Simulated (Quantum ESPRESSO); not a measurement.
Runs of Quantum ESPRESSO 7.5 on Pd. The cell holds a slab with vacuum, 5 atoms: a = 2.751 Å, b = 2.751 Å, c = 23.983 Å, α = 90.00°, β = 90.00°, γ = 120.00°. The slab is cut from a database's or a generator's crystal, which needn't be the stable form of the element.

| level | form of the LDA correlation | gap on the mesh (eV) | largest force (eV/Å) | work function (eV) |
| --- | --- | --- | --- | --- |
| BLYP | - | none | (b) | 5.04 |
| RPBE | - | none | (c) | 5.06 |
| revPBE | - | none | (a) | 5.09 |
| WC | - | none | 0.09 | 5.37 |
| LDA | PZ81 | none | 0.34 | 5.68 |

Alike in all rows: task work function; potentials or basis SG15 PBE 1.2; no spin polarisation; cell as given; k mesh 9 × 9 × 1; cutoff (eV) 952; smearing fermi-dirac 0.05 eV.

Fill in the values left out.

(a) 0.47; (b) 0.76; (c) 0.52.

Caveats: the potentials were made for another functional, which shifts forces and pressure.

A k mesh can miss the band edges, and the runs leave out spin-orbit coupling on Pd.

A gap of «none» marks a metal or a gap under the smearing width.

Runs at the PBE level aren't shown here.
